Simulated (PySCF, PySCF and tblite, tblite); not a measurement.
**tetraethylborate (C8H20B−): conformers and averaged spectra**

Which conformers does tetraethylborate (C8H20B−) (`CC[B-](CC)(CC)CC`) populate, and what do their averaged NMR parameters look like?

Computed with tblite 0.8.0 (tight binding) and PySCF 2.14.0 (DFT, with response routines of our own); each step states its level. Atoms count from 0 throughout.

### 1 The molecule as given

29 atoms, charge -1, multiplicity 1; geometry from: UFF geometry.

Bonds of the start (Å): B2–C3 1.65, B2–C5 1.63, B2–C7 1.65, C0–C1 1.55, C0–H10 1.11, C0–H11 1.10, C0–H9 1.10, C1–B2 1.63, C1–H12 1.09, C1–H13 1.11, C3–C4 1.52, C3–H14 1.11, C3–H15 1.12, C4–H16 1.11, C4–H17 1.11, C4–H18 1.11, C5–C6 1.53, C5–H19 1.11, C5–H20 1.12, C6–H21 1.11, C6–H22 1.10, C6–H23 1.11, C7–C8 1.52, C7–H24 1.11 and more.

### 2 GFN2-xTB relaxation, conformer 1

Job settings and geometry (Å):

```
{"job": {"xc": "GFN2-xTB", "basis": "xTB", "kind": "relax"}, "charge": -1, "multiplicity": 1}
C      2.417800    -1.103500    -0.376100
C      0.897800    -1.217700    -0.629300
B      0.008700    -0.003800     0.001600
C     -1.587100    -0.366800    -0.199700
C     -2.066400    -0.446600    -1.636200
C      0.294800     0.210300     1.594300
C      0.147400    -1.044100     2.451900
C      0.388100     1.389400    -0.789000
C     -0.487500     2.588700    -0.442700
H      2.812700    -0.187500    -0.848500
H      2.642300    -1.091700     0.706200
H      2.918100    -1.979700    -0.824000
H      0.742200    -1.264900    -1.707800
H      0.554400    -2.191200    -0.207900
H     -1.784500    -1.356000     0.272900
H     -2.212600     0.365600     0.367700
H     -3.145600    -0.693300    -1.654200
H     -1.938300     0.521600    -2.161100
H     -1.526100    -1.233600    -2.196200
H     -0.395000     0.975100     2.004300
H      1.322900     0.619700     1.736200
H     -0.894600    -1.427600     2.419100
H      0.853500    -1.837000     2.148700
H      0.371300    -0.803100     3.511500
H      1.433400     1.661300    -0.554800
H      0.321800     1.210600    -1.883300
H     -1.555900     2.410800    -0.689200
H     -0.400200     2.853600     0.634100
H     -0.153400     3.469200    -1.037800
```

Run with:

```sh
OMP_NUM_THREADS=1 python ens_run.py task.json out
```

This one command runs the whole study; its stages follow in the order run.

The program printed:

```text
step      E/eV     max force
  0    -781.92479    0.797
  1    -782.01371    0.448
  2    -782.05629    0.283
  3    -782.06981    0.271
  4    -782.07907    0.180
  5    -782.08431    0.141
  6    -782.09023    0.179
  7    -782.09408    0.138
  8    -782.09640    0.084
  9    -782.09742    0.049
 10    -782.09800    0.047
 11    -782.09837    0.038
 12    -782.09837    0.038
 13    -782.09849    0.018
 14    -782.09861    0.015
 15    -782.09866    0.022
 16    -782.09884    0.031
 17    -782.09898    0.026
 18    -782.09913    0.018
 19    -782.09924    0.023
 20    -782.09935    0.021
 21    -782.09943    0.017
 22    -782.09950    0.014
 23    -782.09955    0.013
 24    -782.09960    0.011
 25    -782.09962    0.008
 26    -782.09964    0.006
 27    -782.09965    0.007
 28    -782.09966    0.007
 29    -782.09967    0.007
 30    -782.09968    0.007
 31    -782.09969    0.009
 32    -782.09971    0.010
 33    -782.09974    0.012
 34    -782.09977    0.010
 35    -782.09980    0.011
 36    -782.09983    0.012
 37    -782.09986    0.012
 38    -782.09990    0.012
 39    -782.09992    0.009
 40    -782.09993    0.005
 41    -782.09993    0.004
 42    -782.09994    0.005
 43    -782.09994    0.004
 44    -782.09995    0.004
```

It took 0.45 s on 1 thread of Arm Neoverse V1, shared host.

Gain 0.175 eV; displacement 0.04 Å root mean square.

### 3 GFN2-xTB relaxation, conformer 2

Job settings and geometry (Å):

```
{"job": {"xc": "GFN2-xTB", "basis": "xTB", "kind": "relax"}, "charge": -1, "multiplicity": 1}
C      1.588200     2.106500    -0.477200
C      1.310700     0.893700     0.397900
B      0.008700    -0.003800     0.001600
C     -1.362600     0.920800     0.045800
C     -1.673200     1.537700     1.422400
C      0.125600    -0.563200    -1.539700
C      1.349400    -1.444700    -1.809900
C     -0.080200    -1.236000     1.072300
C     -1.253200    -2.204900     0.861600
H      1.759100     1.807600    -1.523500
H      0.731500     2.824300    -0.432500
H      2.484000     2.629700    -0.108400
H      2.211300     0.242300     0.398400
H      1.217400     1.232200     1.455500
H     -1.291700     1.735400    -0.695300
H     -2.233500     0.296200    -0.241100
H     -1.827600     0.762500     2.190800
H     -0.863500     2.222000     1.732300
H     -2.608800     2.134500     1.342800
H      0.163900     0.297300    -2.234300
H     -0.786900    -1.129600    -1.792300
H      1.325300    -2.358000    -1.175300
H      1.342200    -1.761200    -2.856300
H      2.286300    -0.899400    -1.632600
H      0.858200    -1.819900     1.032100
H     -0.155900    -0.833700     2.104400
H     -2.227600    -1.672400     0.965800
H     -1.201000    -2.692600    -0.128100
H     -1.216000    -2.995200     1.633600
```

The program printed:

```text
step      E/eV     max force
  0    -781.95261    0.907
  1    -782.02916    0.454
  2    -782.07334    0.369
  3    -782.08487    0.253
  4    -782.09315    0.165
  5    -782.09810    0.170
  6    -782.10352    0.163
  7    -782.10695    0.109
  8    -782.10888    0.065
  9    -782.10971    0.044
 10    -782.11021    0.045
 11    -782.11053    0.033
 12    -782.11053    0.033
 13    -782.11062    0.017
 14    -782.11072    0.014
 15    -782.11077    0.021
 16    -782.11094    0.030
 17    -782.11108    0.025
 18    -782.11122    0.020
 19    -782.11132    0.022
 20    -782.11142    0.020
 21    -782.11149    0.016
 22    -782.11156    0.013
 23    -782.11163    0.013
 24    -782.11168    0.011
 25    -782.11172    0.011
 26    -782.11175    0.012
 27    -782.11178    0.010
 28    -782.11183    0.015
 29    -782.11188    0.018
 30    -782.11194    0.015
 31    -782.11201    0.016
 32    -782.11210    0.019
 33    -782.11219    0.020
 34    -782.11229    0.018
 35    -782.11236    0.014
 36    -782.11240    0.013
 37    -782.11243    0.010
 38    -782.11245    0.009
 39    -782.11246    0.006
 40    -782.11246    0.003
```

Wall time 0.38 s (1 thread of Arm Neoverse V1, shared host).

The energy fell by 0.160 eV, and the atoms moved 0.04 Å (root mean square).

### 4 GFN2-xTB relaxation, conformer 3

Job settings and geometry (Å):

```
{"job": {"xc": "GFN2-xTB", "basis": "xTB", "kind": "relax"}, "charge": -1, "multiplicity": 1}
C      2.534100    -0.208700    -0.750200
C      1.173500    -0.929200    -0.753200
B     -0.035200    -0.207300     0.091100
C      0.554300     0.692900     1.325600
C     -0.496000     1.397100     2.196800
C     -0.959000     0.713100    -0.927600
C     -0.263500     1.961900    -1.485200
C     -1.000400    -1.368100     0.725300
C     -1.565000    -2.372200    -0.296200
H      2.969500    -0.207900     0.271000
H      3.222500    -0.738500    -1.430200
H      2.421200     0.834600    -1.104300
H      0.856500    -1.084300    -1.787400
H      1.366200    -1.943000    -0.317500
H      1.139500     0.022400     1.998400
H      1.252600     1.456700     0.963900
H     -1.139600     0.674000     2.724100
H      0.018600     2.007900     2.957800
H     -1.120700     2.080800     1.580200
H     -1.876600     1.029200    -0.395100
H     -1.273600     0.102200    -1.786800
H      0.580700     1.679000    -2.138100
H     -0.984300     2.537700    -2.084700
H      0.081600     2.619600    -0.670400
H     -0.429100    -1.933700     1.488200
H     -1.880500    -0.905300     1.241400
H     -0.759200    -2.883800    -0.850000
H     -2.164500    -3.138000     0.242200
H     -2.243600    -1.861000    -1.018300
```

The program printed:

```text
step      E/eV     max force
  0    -781.87849    0.892
  1    -781.96020    0.462
  2    -782.00668    0.281
  3    -782.01707    0.264
  4    -782.02533    0.162
  5    -782.02984    0.162
  6    -782.03517    0.187
  7    -782.03871    0.140
  8    -782.04085    0.072
  9    -782.04177    0.054
 10    -782.04232    0.050
 11    -782.04273    0.038
 12    -782.04273    0.038
 13    -782.04287    0.022
 14    -782.04304    0.024
 15    -782.04313    0.033
 16    -782.04345    0.050
 17    -782.04372    0.044
 18    -782.04400    0.027
 19    -782.04418    0.026
 20    -782.04434    0.030
 21    -782.04449    0.027
 22    -782.04466    0.024
 23    -782.04483    0.029
 24    -782.04501    0.025
 25    -782.04514    0.023
 26    -782.04524    0.018
 27    -782.04531    0.019
 28    -782.04541    0.022
 29    -782.04554    0.030
 30    -782.04566    0.025
 31    -782.04577    0.020
 32    -782.04589    0.021
 33    -782.04601    0.026
 34    -782.04612    0.024
 35    -782.04620    0.021
 36    -782.04626    0.020
 37    -782.04632    0.020
 38    -782.04640    0.019
 39    -782.04646    0.017
 40    -782.04652    0.015
 41    -782.04657    0.018
 42    -782.04664    0.020
 43    -782.04672    0.021
 44    -782.04679    0.016
 45    -782.04683    0.011
 46    -782.04685    0.009
 47    -782.04687    0.010
 48    -782.04689    0.011
 49    -782.04690    0.009
 50    -782.04692    0.009
 51    -782.04694    0.010
 52    -782.04696    0.013
 53    -782.04699    0.014
 54    -782.04702    0.011
 55    -782.04705    0.010
 56    -782.04707    0.010
 57    -782.04709    0.013
 58    -782.04711    0.009
 59    -782.04713    0.010
 60    -782.04715    0.011
 61    -782.04718    0.016
 62    -782.04721    0.015
 63    -782.04723    0.009
 64    -782.04725    0.009
 65    -782.04728    0.010
 66    -782.04730    0.013
 67    -782.04732    0.010
 68    -782.04734    0.012
 69    -782.04737    0.013
 70    -782.04741    0.018
 71    -782.04744    0.016
 72    -782.04747    0.009
 73    -782.04749    0.007
 74    -782.04750    0.008
 75    -782.04751    0.008
 76    -782.04752    0.008
 77    -782.04753    0.010
 78    -782.04755    0.008
 79    -782.04756    0.009
 80    -782.04757    0.007
 81    -782.04758    0.005
 82    -782.04758    0.005
 83    -782.04759    0.006
 84    -782.04760    0.007
 85    -782.04760    0.005
 86    -782.04761    0.006
 87    -782.04762    0.005
 88    -782.04763    0.005
 89    -782.04763    0.004
```

It took 0.82 s on 1 thread of Arm Neoverse V1, shared host.

Relaxing gained 0.169 eV and moved the atoms by 0.07 Å on average (rms).

### 5 GFN2-xTB relaxation, conformer 4

Job settings and geometry (Å):

```
{"job": {"xc": "GFN2-xTB", "basis": "xTB", "kind": "relax"}, "charge": -1, "multiplicity": 1}
C     -2.228600     1.201700    -0.534600
C     -1.656400     0.076100     0.306700
B     -0.037200    -0.249700     0.124000
C      0.815100     1.108600    -0.258400
C      0.921200     2.117600     0.896300
C      0.471700    -0.896200     1.532000
C      1.947400    -1.320000     1.546300
C      0.183400    -1.366900    -1.048400
C     -0.475600    -1.065600    -2.395100
H     -3.343400     1.226500    -0.395300
H     -1.843200     2.186700    -0.213900
H     -2.030900     1.062300    -1.609700
H     -1.854600     0.326700     1.390100
H     -2.220700    -0.857400     0.103500
H      1.839800     0.818500    -0.553100
H      0.363600     1.604700    -1.118200
H      1.358300     3.066600     0.501500
H     -0.073600     2.340100     1.324600
H      1.590900     1.747200     1.696400
H     -0.139600    -1.785900     1.772700
H      0.308200    -0.165700     2.365200
H      2.123700    -2.154200     0.841400
H      2.623100    -0.467100     1.315900
H      2.203500    -1.690100     2.566100
H      1.267500    -1.485000    -1.231800
H     -0.215800    -2.353300    -0.689900
H     -0.167200    -0.062400    -2.772600
H     -0.166300    -1.823400    -3.136200
H     -1.584300    -1.112600    -2.314600
```

The program printed:

```text
step      E/eV     max force
  0    -781.83325    0.976
  1    -781.94612    0.534
  2    -781.99786    0.320
  3    -782.01184    0.291
  4    -782.02099    0.175
  5    -782.02574    0.158
  6    -782.03181    0.174
  7    -782.03587    0.142
  8    -782.03849    0.086
  9    -782.03960    0.050
 10    -782.04023    0.042
 11    -782.04073    0.046
 12    -782.04106    0.034
 13    -782.04106    0.034
 14    -782.04119    0.030
 15    -782.04149    0.032
 16    -782.04168    0.043
 17    -782.04216    0.046
 18    -782.04257    0.042
 19    -782.04302    0.041
 20    -782.04345    0.040
 21    -782.04396    0.050
 22    -782.04440    0.045
 23    -782.04471    0.034
 24    -782.04498    0.030
 25    -782.04535    0.046
 26    -782.04581    0.051
 27    -782.04621    0.036
 28    -782.04645    0.028
 29    -782.04660    0.026
 30    -782.04680    0.042
 31    -782.04709    0.048
 32    -782.04739    0.037
 33    -782.04765    0.032
 34    -782.04787    0.026
 35    -782.04809    0.029
 36    -782.04826    0.024
 37    -782.04836    0.015
 38    -782.04842    0.013
 39    -782.04848    0.015
 40    -782.04856    0.018
 41    -782.04864    0.015
 42    -782.04869    0.013
 43    -782.04874    0.014
 44    -782.04878    0.014
 45    -782.04884    0.014
 46    -782.04891    0.016
 47    -782.04899    0.017
 48    -782.04905    0.016
 49    -782.04911    0.016
 50    -782.04917    0.014
 51    -782.04922    0.014
 52    -782.04928    0.015
 53    -782.04933    0.017
 54    -782.04938    0.013
 55    -782.04941    0.009
 56    -782.04943    0.009
 57    -782.04946    0.011
 58    -782.04950    0.014
 59    -782.04957    0.020
 60    -782.04965    0.022
 61    -782.04972    0.017
 62    -782.04977    0.014
 63    -782.04980    0.009
 64    -782.04982    0.008
 65    -782.04984    0.006
 66    -782.04986    0.009
 67    -782.04987    0.011
 68    -782.04990    0.011
 69    -782.04993    0.012
 70    -782.04995    0.010
 71    -782.04996    0.009
 72    -782.04997    0.009
 73    -782.04998    0.008
 74    -782.05000    0.012
 75    -782.05001    0.011
 76    -782.05002    0.006
 77    -782.05003    0.004
 78    -782.05003    0.005
 79    -782.05004    0.006
 80    -782.05004    0.007
 81    -782.05005    0.006
 82    -782.05006    0.006
 83    -782.05007    0.007
 84    -782.05008    0.009
 85    -782.05008    0.006
 86    -782.05009    0.005
 87    -782.05009    0.003
```

Wall time 0.81 s (1 thread of Arm Neoverse V1, shared host).

Relaxing gained 0.217 eV and moved the atoms by 0.09 Å on average (rms).

### 6 GFN2-xTB relaxation, conformer 5

Job settings and geometry (Å):

```
{"job": {"xc": "GFN2-xTB", "basis": "xTB", "kind": "relax"}, "charge": -1, "multiplicity": 1}
C     -2.048200    -0.851200    -1.090700
C     -0.539100    -0.737500    -1.176700
B      0.174700     0.278900    -0.084000
C     -0.041700    -0.228900     1.451000
C      0.643800    -1.557100     1.821200
C      1.773300     0.423100    -0.413100
C      2.459400    -0.796900    -1.037500
C     -0.471700     1.797300    -0.259800
C     -1.673000     2.128000     0.628300
H     -2.394800    -1.137800    -0.068100
H     -2.536300     0.104100    -1.395900
H     -2.405700    -1.635900    -1.794200
H     -0.123100    -1.760700    -1.032200
H     -0.265700    -0.407400    -2.195600
H      0.346400     0.552300     2.149800
H     -1.124900    -0.348000     1.690100
H      0.359100    -1.844500     2.849200
H      0.329800    -2.375700     1.130500
H      1.747600    -1.439000     1.801000
H      2.318400     0.686100     0.534100
H      1.940100     1.276900    -1.107300
H      2.099500    -0.956600    -2.071000
H      3.560800    -0.618700    -1.064700
H      2.272500    -1.725600    -0.442800
H      0.303100     2.560000    -0.046900
H     -0.784800     1.935300    -1.319100
H     -1.363100     2.217700     1.689600
H     -2.095800     3.114700     0.324600
H     -2.480300     1.375100     0.541000
```

The program printed:

```text
step      E/eV     max force
  0    -781.77655    0.983
  1    -781.89342    0.538
  2    -781.94675    0.330
  3    -781.95858    0.256
  4    -781.96697    0.159
  5    -781.97065    0.135
  6    -781.97558    0.171
  7    -781.97890    0.151
  8    -781.98120    0.078
  9    -781.98218    0.055
 10    -781.98276    0.048
 11    -781.98325    0.049
 12    -781.98362    0.039
 13    -781.98362    0.039
 14    -781.98376    0.033
 15    -781.98406    0.035
 16    -781.98425    0.046
 17    -781.98475    0.054
 18    -781.98519    0.045
 19    -781.98568    0.044
 20    -781.98618    0.045
 21    -781.98680    0.056
 22    -781.98741    0.058
 23    -781.98786    0.045
 24    -781.98824    0.033
 25    -781.98872    0.051
 26    -781.98933    0.058
 27    -781.98991    0.044
 28    -781.99028    0.038
 29    -781.99050    0.032
 30    -781.99074    0.045
 31    -781.99109    0.054
 32    -781.99151    0.049
 33    -781.99191    0.038
 34    -781.99227    0.028
 35    -781.99260    0.035
 36    -781.99286    0.029
 37    -781.99303    0.020
 38    -781.99312    0.018
 39    -781.99318    0.016
 40    -781.99326    0.017
 41    -781.99334    0.016
 42    -781.99341    0.015
 43    -781.99345    0.015
 44    -781.99349    0.014
 45    -781.99354    0.014
 46    -781.99360    0.015
 47    -781.99367    0.021
 48    -781.99375    0.024
 49    -781.99386    0.022
 50    -781.99397    0.025
 51    -781.99407    0.026
 52    -781.99417    0.023
 53    -781.99427    0.027
 54    -781.99439    0.024
 55    -781.99447    0.015
 56    -781.99450    0.011
 57    -781.99452    0.009
 58    -781.99454    0.008
 59    -781.99457    0.013
 60    -781.99461    0.015
 61    -781.99465    0.014
 62    -781.99469    0.011
 63    -781.99472    0.010
 64    -781.99475    0.011
 65    -781.99477    0.009
 66    -781.99479    0.007
 67    -781.99480    0.007
 68    -781.99481    0.009
 69    -781.99483    0.009
 70    -781.99484    0.006
 71    -781.99485    0.007
 72    -781.99486    0.006
 73    -781.99487    0.009
 74    -781.99489    0.011
 75    -781.99490    0.010
 76    -781.99492    0.006
 77    -781.99493    0.006
 78    -781.99494    0.008
 79    -781.99495    0.008
 80    -781.99496    0.006
 81    -781.99496    0.003
```

Wall time 0.76 s (1 thread of Arm Neoverse V1, shared host).

The energy fell by 0.218 eV, and the atoms moved 0.10 Å (root mean square).

### 7 Shieldings, conformer 1: mPW1PW91/6-31G*

Job settings and geometry (Å):

```
{"job": {"xc": "mPW1PW91", "basis": "6-31G*", "kind": "nmr", "pop": true}, "charge": -1, "multiplicity": 1}
C      2.424901    -1.127102    -0.402490
C      0.917302    -1.231201    -0.628198
B     -0.000664     0.000939     0.000423
C     -1.604074    -0.381886    -0.196668
C     -2.102736    -0.465329    -1.638642
C      0.296956     0.210989     1.620218
C      0.143852    -1.030732     2.497363
C      0.386933     1.406403    -0.793653
C     -0.468155     2.626661    -0.454904
H      2.812431    -0.210380    -0.843745
H      2.654322    -1.109145     0.661180
H      2.968431    -1.969496    -0.848702
H      0.757238    -1.293140    -1.711277
H      0.586240    -2.195131    -0.223517
H     -1.810597    -1.351791     0.271444
H     -2.234687     0.343258     0.331642
H     -3.166989    -0.727310    -1.692759
H     -1.968295     0.486728    -2.148414
H     -1.546249    -1.221342    -2.190082
H     -0.379504     0.974604     2.022537
H      1.310091     0.602283     1.771985
H     -0.869700    -1.422061     2.427935
H      0.827567    -1.814658     2.177479
H      0.348808    -0.817908     3.554186
H      1.428779     1.674164    -0.580324
H      0.335016     1.255215    -1.878569
H     -1.514353     2.440821    -0.690137
H     -0.399931     2.855730     0.607285
H     -0.152842     3.518768    -1.010737
```

The program printed:

```text
coarse grid: 22176 points
cycle   1  E = -341.5404110277  dE =  4.769e-01  |g| = 8.756e-01  |ddm| = 4.320e+00
cycle   2  E = -341.4377512435  dE =  1.027e-01  |g| = 1.084e+00  |ddm| = 3.000e+00
cycle   3  E = -341.7693732080  dE = -3.316e-01  |g| = 4.822e-02  |ddm| = 1.792e+00
cycle   4  E = -341.7696731534  dE = -2.999e-04  |g| = 3.287e-02  |ddm| = 6.838e-02
cycle   5  E = -341.7699416913  dE = -2.685e-04  |g| = 3.723e-03  |ddm| = 3.345e-02
cycle   6  E = -341.7699452411  dE = -3.550e-06  |g| = 4.841e-04  |ddm| = 4.663e-03
final grid: 208312 points
cycle   7  E = -341.6947689741  dE = -1.034e-04  |g| = 1.118e-02  |ddm| = 5.364e-02
cycle   8  E = -341.6947597444  dE =  9.230e-06  |g| = 1.276e-02  |ddm| = 2.754e-02
cycle   9  E = -341.6948033709  dE = -4.363e-05  |g| = 5.974e-04  |ddm| = 1.472e-02
cycle  10  E = -341.6948034478  dE = -7.696e-08  |g| = 2.464e-04  |ddm| = 1.110e-03
cycle  11  E = -341.6948034634  dE = -1.559e-08  |g| = 5.292e-05  |ddm| = 3.281e-04
cycle  12  E = -341.6948034642  dE = -7.479e-10  |g| = 8.100e-06  |ddm| = 8.082e-05
converged SCF energy = -341.6948034642

GIAO shielding tensors (ppm)
atom      isotropic    diamagn.    paramagn.     s11        s22        s33       span
  0 C      180.770     247.216     -66.446    171.655    180.088    190.568     18.913
  1 C      177.254     243.807     -66.552    169.659    177.851    184.254     14.595
  2 B      133.833     176.255     -42.422    131.333    131.370    138.796      7.462
  3 C      177.243     243.793     -66.550    169.656    177.827    184.245     14.590
  4 C      180.767     247.197     -66.430    171.648    180.075    190.580     18.932
  5 C      177.247     243.793     -66.547    169.628    177.843    184.269     14.640
  6 C      180.766     247.200     -66.434    171.638    180.096    190.564     18.926
  7 C      177.230     243.804     -66.573    169.655    177.794    184.242     14.587
  8 C      180.758     247.193     -66.436    171.643    180.070    190.560     18.917
  9 H       31.601      31.628      -0.027     26.493     31.749     36.560     10.068
 10 H       31.539      31.743      -0.204     26.575     31.944     36.098      9.523
 11 H       31.751      30.573       1.178     26.856     29.244     39.152     12.296
 12 H       32.141      32.810      -0.669     27.258     33.008     36.156      8.898
 13 H       32.120      32.891      -0.771     28.871     31.612     35.878      7.007
 14 H       32.140      32.806      -0.667     27.255     33.010     36.153      8.897
 15 H       32.119      32.887      -0.768     28.868     31.612     35.877      7.010
 16 H       31.750      30.570       1.181     26.856     29.245     39.150     12.294
 17 H       31.540      31.738      -0.198     26.579     31.939     36.103      9.524
 18 H       31.603      31.625      -0.022     26.499     31.743     36.567     10.067
 19 H       32.140      32.805      -0.665     27.259     33.010     36.152      8.893
 20 H       32.120      32.886      -0.766     28.866     31.616     35.877      7.011
 21 H       31.602      31.625      -0.023     26.496     31.746     36.564     10.068
 22 H       31.540      31.741      -0.200     26.575     31.945     36.100      9.525
 23 H       31.752      30.571       1.181     26.859     29.245     39.152     12.293
 24 H       32.139      32.806      -0.667     27.256     33.009     36.152      8.896
 25 H       32.118      32.888      -0.770     28.866     31.612     35.877      7.010
 26 H       31.539      31.738      -0.199     26.575     31.942     36.099      9.523
 27 H       31.602      31.623      -0.021     26.499     31.744     36.563     10.065
 28 H       31.750      30.568       1.182     26.855     29.245     39.150     12.295
```

It took 34 s on 1 thread of Arm Neoverse V1, shared host; peak memory 0.85 GiB.

This run: HOMO -1.73 eV, LUMO 6.80 eV.

(Part 1 of 3 ends here.)
